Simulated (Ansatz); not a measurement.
Runs of Ansatz 0.2.0 on HfIn4SiO6. The typed cell holds 12 atoms: a = 5.699 Å, b = 6.149 Å, c = 7.308 Å, α = 98.49°, β = 111.85°, γ = 96.55°. The cell was built by a generator and needn't be a form met in nature.

```tsv
task	level	cell	k mesh	cutoff (eV)	points for each segment of the path	gap on the mesh (eV)	pressure (GPa)	relaxed volume (Å³/atom)	largest force (eV/Å)
band structure	r2SCAN	as given	5 × 5 × 4	500	10	(a)	-3.2	-	(b)
relaxation of cell and atoms	PBE	relaxed	4 × 4 × 3	420	-	0.98	0.0	19.25	0.01
band structure	PBEsol	as given	5 × 5 × 4	420	10	0.84	-3.2	-	0.26
band structure	PBE	as given	5 × 5 × 4	420	10	0.89	0.0	-	0.01
relaxation of cell and atoms	PBEsol	relaxed	4 × 4 × 3	420	-	0.67	0.0	17.80	0.01
```

Alike in all rows: potentials or basis Ansatz PAW; no spin polarisation; smearing fermi-dirac 0.05 eV.

Task: Estimate the missing entries.

Result: (a) 1.05; (b) 0.32.

Caveats: spin-orbit coupling is left out, which moves the levels of the heavy elements; the PAW data sets come from PBE, with cores solved anew for the run's functional, which leaves a small shift of forces and pressure (some runs); odd divisions of the mesh miss points on the zone boundary, where band edges often lie, so the gap on the mesh can be too wide (some runs); the plane-wave basis is chosen anew once the cell has moved, so the energies of steps on either side of that aren't comparable (some runs).

A k mesh can miss the band edges, and the runs leave out spin-orbit coupling on Hf, In.
